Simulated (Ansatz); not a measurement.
Working through a single point in a Gaussian basis of C2H9AlOSi, SMILES [CH3][AlH][O][SiH2]C

With the Ansatz DFT code, driven from Python.

Notebook, run cell by cell (the value of a cell's last expression is shown):

In [1]:
```python
from pathlib import Path
import json

import ansatz as az
import numpy as np

GEOMETRY = """
C    -1.66300    0.83780    1.34470
Al    0.08550    0.12640    1.72140
O     1.47610    0.54490    0.61500
Si    1.59350   -0.62250   -0.63110
C     0.24070   -0.21940   -1.94080
H    -1.65130    1.55040    0.43590
H    -2.03310    1.47980    2.20580
H    -2.38490    0.07140    1.13350
H     0.29710   -0.84470    2.99920
H     2.84470   -0.61920   -1.24450
H     1.27970   -1.99210   -0.08650
H    -0.75720   -0.26950   -1.46430
H     0.36590    0.84450   -2.31060
H     0.29320   -0.91700   -2.74870
"""
```

In [2]:
```python
system = az.Crystal.molecule()
for line in GEOMETRY.strip().splitlines():
    symbol, *xyz = line.split()
    system = system.atom(symbol, [float(v) for v in xyz])
```

In [3]:
```python
job = (
    system.calculation()
    .basis(gaussian="6-31G*")
    .functional("hf")
    .accuracy("high")
    .scf(lower_state_search="standard")
    .forces()
    .orbitals()
)
outcome = job.run(runs_dir="c2h9alosi_runs")
report = outcome.report

report["reference_energy_ev"]
```
Out [3]:
```text
-18686.988718681
```

In [4]:
```python
for key in ("converged", "free_energy_ev", "reference_energy_ev", "n_frozen", "n_occupied", "n_virtual"):
    print(f"{key:22s} {report[key]}")

symbols = [site.symbol for site in system.cartesian_sites]
forces = np.array(report["forces_ev_ang"])
print("largest force", round(float(np.linalg.norm(forces, axis=1).max()), 4), "eV/A, rms", round(float(np.sqrt((forces ** 2).mean())), 4))
```
```text
converged              True
free_energy_ev         -18686.988718681
reference_energy_ev    -18686.988718681
n_frozen               0
n_occupied             [28, 28]
n_virtual              [73, 73]
largest force 3.1472 eV/A, rms 1.094
```

In [5]:
```python
charges = report["charge_distribution"]
print("dipole moment", round(4.803205 * float(np.linalg.norm(charges["dipole_moment_e_ang"])), 3), "D")
print("Mulliken:", [(s, round(q, 3)) for s, q in zip(symbols, charges["mulliken_charges_e"])])
```
```text
dipole moment 1.187 D
Mulliken: [('C', -0.811), ('Al', 0.951), ('O', -0.928), ('Si', 1.035), ('C', -0.792), ('H', 0.17), ('H', 0.173), ('H', 0.188), ('H', -0.178), ('H', -0.138), ('H', -0.196), ('H', 0.168), ('H', 0.176), ('H', 0.181)]
```

In [6]:
```python
lines = Path(report["orbitals_path"]).read_text().splitlines()
field_of = lambda key: [line.split("=")[1].strip() for line in lines if line.startswith(key)]
orbitals = [(27.211386 * float(e), s, float(n)) for e, s, n in zip(field_of("Ene="), field_of("Spin="), field_of("Occup="))]
homo = max(e for e, _, n in orbitals if n > 0.5)
lumo = min(e for e, _, n in orbitals if n < 0.5)
for e, spin, n in sorted(orbitals):
    if homo - 15 < e < lumo + 5:
        print(f"{spin:6s} {e:10.3f} eV  occupation {n:.0f}")
with open("c2h9alosi.json", "w") as handle:
    json.dump({k: report[k] for k in ("free_energy_ev", "reference_energy_ev", "n_occupied", "n_virtual")}, handle, indent=1)
```
```text
Alpha     -25.484 eV  occupation 2
Alpha     -24.979 eV  occupation 2
Alpha     -18.931 eV  occupation 2
Alpha     -16.024 eV  occupation 2
Alpha     -15.643 eV  occupation 2
Alpha     -15.084 eV  occupation 2
Alpha     -14.807 eV  occupation 2
Alpha     -14.403 eV  occupation 2
Alpha     -14.103 eV  occupation 2
Alpha     -13.756 eV  occupation 2
Alpha     -13.258 eV  occupation 2
Alpha     -12.330 eV  occupation 2
Alpha     -11.578 eV  occupation 2
Alpha     -11.048 eV  occupation 2
Alpha       1.902 eV  occupation 0
Alpha       3.513 eV  occupation 0
Alpha       3.855 eV  occupation 0
Alpha       4.878 eV  occupation 0
Alpha       5.448 eV  occupation 0
Alpha       5.601 eV  occupation 0
Alpha       6.311 eV  occupation 0
```

`c2h9alosi.json`, as written:
```json
{
 "free_energy_ev": -18686.988718681,
 "reference_energy_ev": -18686.988718681,
 "n_occupied": [
  28,
  28
 ],
 "n_virtual": [
  73,
  73
 ]
}
```

These settings explore the input space; basis and method may be short of convergence. The geometry is a force-field or estimated start, not a minimum of this method, and the basis set is short of its limit. Alpha marks a spatial orbital of a restricted run, filled by both spins. Levels such as HOMO and LUMO are orbital energies: in Hartree-Fock the gap is too wide and the LUMO hangs on the basis. Wall time of the script: 7.9 s on 1 thread of Arm Neoverse V2, with other jobs on the host, peak memory 0.42 GiB.

(Lines on the test bed's own set-up are left out of the output.)
